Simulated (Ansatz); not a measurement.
# YRe3 (AuCu3 type): equation of state and elastic constants

One table from this session's results is given with a row withheld; the runs are named, their logs left out.

Computed with Ansatz 0.2.0 (DFT PBEsol, scalar-relativistic, plane waves, PAW, unless a step's input says otherwise).

### The starting structure

The structure is cubic, space group Pm-3m (No. 221). Conventional cell: a = 4.067 Å, b = 4.067 Å, c = 4.067 Å, α = 90.00°, β = 90.00°, γ = 90.00°. Y (site symmetry m-3m) has 12 Re at 2.88 Å as nearest neighbours. Around Re (site symmetry 4/mmm) lie 4 Y at 2.88 Å and 8 Re at 2.88 Å.

Structure file:

```xyz
4
Lattice="4.0673 0.0000 0.0000 0.0000 4.0673 0.0000 0.0000 0.0000 4.0673" Properties=species:S:1:pos:R:3 pbc="T T T"
Y     0.0000    0.0000    0.0000
Re    0.0000    2.0336    2.0336
Re    2.0336    2.0336    0.0000
Re    2.0336    0.0000    2.0336
```

An earlier run at PBEsol left this cell at 16.821 Å³/atom and 0.01 GPa (8×8×8 mesh).

Volume factors to run: 0.980, 1.020, 0.960, 1.040.

The first run:

File input.yaml:

```yaml
crystal:
  lattice:
    - [4.039970347, 0.0, 0.0]
    - [0.0, 4.039970347, 0.0]
    - [0.0, 0.0, 4.039970347]
  atoms:
    - { symbol: "Y", position: [0.0, 0.0, 0.0] }
    - { symbol: Re, position: [0.0, 0.5, 0.5] }
    - { symbol: Re, position: [0.5, 0.5, 0.0] }
    - { symbol: Re, position: [0.5, 0.0, 0.5] }
basis:
  ecutwfc: 420
  ecutrho_ratio: 4
kpoints:
  mp_grid: { grid: [8, 8, 8] }
hamiltonian:
  xc: pbesol
scf:
  occupations: { method: gaussian, width: 0.05 }
output:
  forces: true
  stress: true
  eigenvalues: true
```

Among the steps run: Scaling the volume by 0.980; Volume × 1.020; Scaling the volume by 0.960; At 1.040 of the relaxed volume.

One table of the session follows, with a row left open; its other results are not shown here.

It belongs to the step «Energy and pressure against volume». 

```
volume (Å³/atom)  energy (meV/atom)  pressure (GPa)
          16.148              20.41           10.08
          16.484               4.91            4.78
          16.821               0.00            0.01
          17.157                  ?               ?
          17.494              17.82           -8.15
```

Estimate the missing values for volume (Å³/atom) = 17.157.

Worked estimate for «energy (meV/atom)». A straight line through the neighbours (16.821, 0.00) and (17.494, 17.82) gives 0.00 + (17.82 − 0.00) × (17.157 − 16.821) / (17.494 − 16.821) = 8.90; a parabola fitted to 3 rows on both sides gives 4.29.

The run gave: energy (meV/atom): 4.62; pressure (GPa): -4.28. In «energy (meV/atom)» the line misses by +4.28 and the parabola by -0.33.
